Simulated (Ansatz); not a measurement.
# C2H8B2Si: one species, many methods

One table from this session's results is given with a row withheld; the runs are named, their logs left out.

Method: functionals in def2-TZVPP, the program's frozen cores in correlated methods; program: Ansatz 0.2.0, Gaussian basis.

Levels to be run: PBE-D4, r2SCAN-D4, PBE0-D4, B3LYP-D4, ωB97X-V, ωB97M-V, B2PLYP; CCSD(T)/def2-TZVPP; MP2/def2-QZVPP; extrapolation to the limit.

## The relaxed structure

An earlier PBE0-D4 in a triple-zeta def2 set relaxation fixed the geometry.

13 atoms, charge 0, spin multiplicity 1.

Atoms are counted from 1 here; the program's logs count them from 0.

Bond lengths: B1–B2 1.512 Å, B1–Si4 2.084 Å, B1–H6 1.376 Å, B1–H7 1.181 Å, B2–C3 1.518 Å, B2–Si4 2.054 Å, B2–H6 1.354 Å, C3–Si4 1.948 Å, C3–H8 1.087 Å, C3–H9 1.087 Å, Si4–C5 1.868 Å, Si4–H10 1.482 Å, C5–H11 1.092 Å, C5–H12 1.092 Å, C5–H13 1.092 Å. Angles: B2–B1–Si4 67.5°, B2–B1–H6 55.7°, B2–B1–H7 156.0°, Si4–B1–H6 87.3°, Si4–B1–H7 136.5°, H6–B1–H7 115.3°, B1–B2–C3 133.5°, B1–B2–Si4 69.6°, B1–B2–H6 57.1°, C3–B2–Si4 64.0°, C3–B2–H6 117.2°, Si4–B2–H6 89.2°, B2–C3–Si4 71.5°, B2–C3–H8 116.8°, B2–C3–H9 121.1°, Si4–C3–H8 114.1°, Si4–C3–H9 114.8°, H8–C3–H9 112.4° and more.

The first run:

in.yaml reads:

```yaml
crystal:
  periodic: [false, false, false]
  atoms:
    - {symbol: B, position_ang: [0.843109, 1.606682, 0.655768]}
    - {symbol: B, position_ang: [-0.392250, 1.038565, 1.317726]}
    - {symbol: C, position_ang: [-1.109577, -0.296290, 1.222092]}
    - {symbol: Si, position_ang: [0.524854, -0.394553, 0.167387]}
    - {symbol: C, position_ang: [0.195071, -0.855975, -1.612835]}
    - {symbol: H, position_ang: [-0.444526, 1.848177, 0.233532]}
    - {symbol: H, position_ang: [1.629793, 2.441583, 0.376618]}
    - {symbol: H, position_ang: [-1.102715, -0.921298, 2.111567]}
    - {symbol: H, position_ang: [-2.027942, -0.401241, 0.649812]}
    - {symbol: H, position_ang: [1.525127, -1.263221, 0.832283]}
    - {symbol: H, position_ang: [-0.099451, -1.904552, -1.697763]}
    - {symbol: H, position_ang: [1.086406, -0.696759, -2.223172]}
    - {symbol: H, position_ang: [-0.607499, -0.235820, -2.018414]}
basis:
  gaussian: {orbitals: def2-TZVPP}
hamiltonian: {xc: pbe, dispersion: d4}
output: {forces: true, orbitals: {seedname: orbitals}}
```

The run is started by

```
> ansatz run in.yaml --threads 4 --pin off --events-out ev --progress --plain --max-ram 10444MiB
```

Steps of the session up to this table: PBE-D4 (GGA); r2SCAN-D4 (meta-GGA); PBE0-D4 (hybrid); B3LYP-D4 (hybrid); ωB97X-V (range-separated); ωB97M-V (range-separated); B2PLYP (double hybrid); CCSD(T) in def2-TZVPP; MP2 in def2-QZVPP.

One table of the session follows, with a row left open; its other results are not shown here.

| method | atomisation energy (kJ/mol) |
| --- | --- |
| PBE-D4 | 4879.3 |
| r2SCAN-D4 | 4842.0 |
| PBE0-D4 | 4835.0 |
| B3LYP-D4 | 4784.6 |
| ωB97X-V | 4796.2 |
| ωB97M-V | 4806.2 |
| B2PLYP | 4733.8 |
| HF/def2-TZVPP | 3631.8 |
| MP2/def2-TZVPP | ? |
| CCSD/def2-TZVPP | 4593.5 |
| CCSD(T)/def2-TZVPP | 4660.8 |
| MP2/CBS | 4829.5 |
| CCSD(T)/CBS | 4766.1 |

Q: Estimate the row for MP2/def2-TZVPP from the others.

The run gave: atomisation energy (kJ/mol): 4724.2. In the column «atomisation energy (kJ/mol)» it lies between CCSD(T)/def2-TZVPP (4660.8) and B2PLYP (4733.8).
